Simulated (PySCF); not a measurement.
# SrAl: changing the method

Starting from one script, swap the method and compare what comes out for SrAl.

The runs use PySCF 2.14.0; method and basis as typed in the scripts.

8 further runs of the same task are left out: 1 for a known fault of the program, 7 that didn't finish.

## Step 1: The system as given

SrAl: 2 atoms, charge 0, spin multiplicity 2.

Bond lengths: Sr1–Al2 2.760 Å.

## Step 2: Base script

input.py reads:

```python
from pyscf import gto, scf

mol = gto.M(
    atom='Sr 0 0 0; Al 0 0 2.76',
    basis='sbkjc',
    ecp={'Sr': 'sbkjc', 'Al': 'sbkjc'},
    charge=0,
    spin=1,
    verbose=4,
)
mf = scf.UHF(mol)
mf.kernel()
mf.dip_moment()
print('orbital energies (hartree):', [e[max(0, n-3):n+3].round(4) for e, n in zip(mf.mo_energy, mol.nelec)])
```

The run is started by

```console
$ python input.py
```

## Step 3: MP2

Run 1 changes step after the SCF: none → mp2.

input.py, as its differences from that of step 2:

```diff
@@ -1,2 +1,2 @@
-from pyscf import gto, scf
+from pyscf import gto, scf, mp
 
@@ -12,2 +12,3 @@
 mf.kernel()
+mp.MP2(mf).kernel()
 mf.dip_moment()
```

## Step 4: CASCI (ROHF)

Run 2 changes step after the SCF: none → casci; SCF type: UHF → ROHF; active space: none → 5 electrons in 5 orbitals.

input.py reads:

```python
from pyscf import gto, scf, mcscf

mol = gto.M(
    atom='Sr 0 0 0; Al 0 0 2.76',
    basis='sbkjc',
    ecp={'Sr': 'sbkjc', 'Al': 'sbkjc'},
    charge=0,
    spin=1,
    verbose=4,
)
mf = scf.ROHF(mol)
mf.kernel()
mc = mcscf.CASCI(mf, 5, 5)
mc.kernel()
mc.analyze()
mf.dip_moment()
print('orbital energies (hartree):', mf.mo_energy[..., max(0, mol.nelec[1]-3):mol.nelec[0]+3].round(4))
```

## Step 5: ROHF

Run 3 changes SCF type: UHF → ROHF.

input.py reads:

```python
from pyscf import gto, scf

mol = gto.M(
    atom='Sr 0 0 0; Al 0 0 2.76',
    basis='sbkjc',
    ecp={'Sr': 'sbkjc', 'Al': 'sbkjc'},
    charge=0,
    spin=1,
    verbose=4,
)
mf = scf.ROHF(mol)
mf.kernel()
mf.dip_moment()
print('orbital energies (hartree):', mf.mo_energy[..., max(0, mol.nelec[1]-3):mol.nelec[0]+3].round(4))
```

Before running it: what results should come out? Wanted: for each run, E(SCF); from base; gap, α spin; SCF dipole; after the SCF.

As calculated:

```csv
run,E(SCF) (hartree),from base (eV),cycles,"gap, α spin (eV)",SCF dipole (D),after the SCF
base,-2.382511,0,14,4.69,1.73,n/a
MP2,-2.382511,0.0000,14,4.69,1.73,MP2 correlation -0.794 eV
CASCI (ROHF),-2.383269,-0.0206,10,n/a,1.58,CASCI correlation -0.454 eV
ROHF,-2.383269,-0.0206,10,n/a,1.58,n/a
```

Total energies from different bases, Hamiltonians or methods carry different errors, so properties are taken as differences within one set-up.
